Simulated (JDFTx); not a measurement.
Runs of JDFTx 1.7.0 (patched build) on ClBr (bromine chloride). The cell holds a molecule in a box, 2 atoms: a = 9.000 Å, b = 9.000 Å, c = 12.000 Å, α = 90.00°, β = 90.00°, γ = 90.00°. 

```csv
task,level,potentials or basis,smearing,check on overlapping cores,liquid model,variant of the liquid model,solvent,density cutoff over wavefunction cutoff,gap on the mesh (eV),largest force (eV/Å)
solvation,BLYP,PseudoDojo-SR-PBE-0.5-standard with smoothed tails,fixed,none,LinearPCM,LA12,H2O,4,-,1.14
single point,revPBE,PseudoDojo-SR-PBE-0.5-standard with smoothed tails,fixed,none,-,-,-,4,2.61,0.45
solvation,PBEsol,PseudoDojo-SR-PBEsol-0.4.1-standard with smoothed tails,fixed,none,LinearPCM,GLSSA13,CH2Cl2,4,-,(a)
solvation,BLYP,PseudoDojo-SR-PBE-0.5-standard with smoothed tails,fixed,none,LinearPCM,SCCS_g03,H2O,4,-,1.05
single point,PBEsol,PseudoDojo-SR-PBEsol-0.4.1-standard with smoothed tails,fixed,none,-,-,-,4,2.55,0.03
solvation,PBEsol,PseudoDojo-SR-PBEsol-0.4.1-standard with smoothed tails,fixed,none,LinearPCM,GLSSA13,methanol,4,-,(b)
solvation,PBEsol,PseudoDojo-SR-PBEsol-0.4.1-standard with smoothed tails,fixed,none,LinearPCM,GLSSA13,THF,4,-,0.17
solvation,BLYP,PseudoDojo-SR-PBE-0.5-standard with smoothed tails,fixed,none,LinearPCM,GLSSA13,H2O,4,-,1.07
single point,PBE,PseudoDojo-SR-PBE-0.5-standard with smoothed tails,fermi-dirac 0.05 eV,-,-,-,-,8,2.58,0.35
solvation,PBEsol,PseudoDojo-SR-PBEsol-0.4.1-standard with smoothed tails,fixed,none,LinearPCM,GLSSA13,CHCl3,4,-,0.08
solvation,BLYP,PseudoDojo-SR-PBE-0.5-standard with smoothed tails,fixed,none,LinearPCM,SCCS_g09,H2O,4,-,1.05
```

Alike in all rows: no spin polarisation; cell as given; k mesh 1 × 1 × 1; cutoff (eV) 789.

Fill in the values left out.

(a) 0.13; (b) 0.16.

Caveats: forces may be off by hundredths of an eV/Å (some runs); forces in the liquid are good to some per cent (some runs); the liquid is a continuum model, checked here against plausible ranges alone (some runs); the potentials were made for another functional, which shifts forces and pressure (some runs); the minimiser leaves empty levels unsolved, so they aren't listed (some runs).

A k mesh can miss the band edges, and the runs leave out spin-orbit coupling on Br.

A gap of «none» marks a metal or a gap under the smearing width.

Not every run made on this cell is shown here.
